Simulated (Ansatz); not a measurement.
# C₂H₇AlSSi: small, medium and large basis sets

Aim: see how fast density functionals converge with the basis set for C₂H₇AlSSi.

Computed with Ansatz 0.2.0, Gaussian basis. Level: one geometry, several basis sets.

The runs, in order: PBE0-D4/def2-SVP; ωB97M-V/def2-SVP; PBE0-D4/def2-QZVPP; ωB97M-V/def2-QZVPP; the functionals' def2-TZVPP values are taken from earlier runs.

## Step 1: The relaxed structure

The geometry comes from an earlier relaxation with PBE0-D4 in a triple-zeta def2 set; it is a stationary point, not always the lowest conformer.

SMILES `[SiH3]C[CH]1[AlH][S]1`, 12 atoms, charge 0, spin multiplicity 1.

Atoms are counted from 1 here; the program's logs count them from 0.

Bond lengths: Si1–C2 1.886 Å, Si1–H6 1.485 Å, Si1–H7 1.490 Å, Si1–H8 1.489 Å, C2–C3 1.515 Å, C2–H9 1.095 Å, C2–H10 1.097 Å, C3–Al4 1.923 Å, C3–S5 1.924 Å, C3–H11 1.090 Å, Al4–S5 2.116 Å, Al4–H12 1.570 Å. Angles: C2–Si1–H6 111.7°, C2–Si1–H7 110.1°, C2–Si1–H8 109.0°, H6–Si1–H7 108.5°, H6–Si1–H8 108.8°, H7–Si1–H8 108.6°, Si1–C2–C3 113.8°, Si1–C2–H9 108.6°, Si1–C2–H10 107.6°, C3–C2–H9 111.5°, C3–C2–H10 108.8°, H9–C2–H10 106.3°, C2–C3–Al4 126.3°, C2–C3–S5 114.3°, C2–C3–H11 111.8°, Al4–C3–S5 66.8°, Al4–C3–H11 118.5°, S5–C3–H11 107.9° and more.

## Step 2: PBE0-D4 in def2-SVP

File in.yaml:

```yaml
crystal:
  periodic: [false, false, false]
  atoms:
    - {symbol: Si, position_ang: [-1.039150, -0.844285, 1.390497]}
    - {symbol: C, position_ang: [0.518336, -0.275324, 0.491090]}
    - {symbol: C, position_ang: [0.289571, 0.074137, -0.965183]}
    - {symbol: Al, position_ang: [1.143286, 1.492924, -1.943515]}
    - {symbol: S, position_ang: [-0.851879, 1.597428, -1.245074]}
    - {symbol: H, position_ang: [-2.030605, 0.253278, 1.521657]}
    - {symbol: H, position_ang: [-0.693104, -1.334157, 2.754271]}
    - {symbol: H, position_ang: [-1.660192, -1.962096, 0.627225]}
    - {symbol: H, position_ang: [0.952946, 0.565869, 1.041834]}
    - {symbol: H, position_ang: [1.250310, -1.090964, 0.547909]}
    - {symbol: H, position_ang: [-0.128117, -0.764217, -1.522656]}
    - {symbol: H, position_ang: [2.325497, 2.232207, -2.664155]}
basis:
  gaussian: {orbitals: def2-SVP}
hamiltonian: {xc: pbe0, dispersion: d4}
output: {orbitals: {seedname: orbitals}}
```

Launch:

```console
ansatz run in.yaml --threads 4 --pin off --events-out ev --progress --plain --max-ram 10444MiB
```

The runs that follow: ωB97M-V in def2-SVP; PBE0-D4 in def2-QZVPP; ωB97M-V in def2-QZVPP.

Q: Predict the results of all the runs planned. Wanted: PBE0-D4: double and triple zeta above quadruple; ωB97M-V: double and triple zeta above quadruple.

**Answer**, as computed:

| quantity | value |
| --- | --- |
| PBE0-D4: double and triple zeta above quadruple | 12.07, 0.91 eV |
| ωB97M-V: double and triple zeta above quadruple | 12.14, 0.87 eV |

**Reading.** For PBE0-D4 the step from double to triple zeta gains 11.15 eV and the next only 0.91 eV. These are total energies; as a rule much of such shifts cancels in differences, which this series doesn't test.
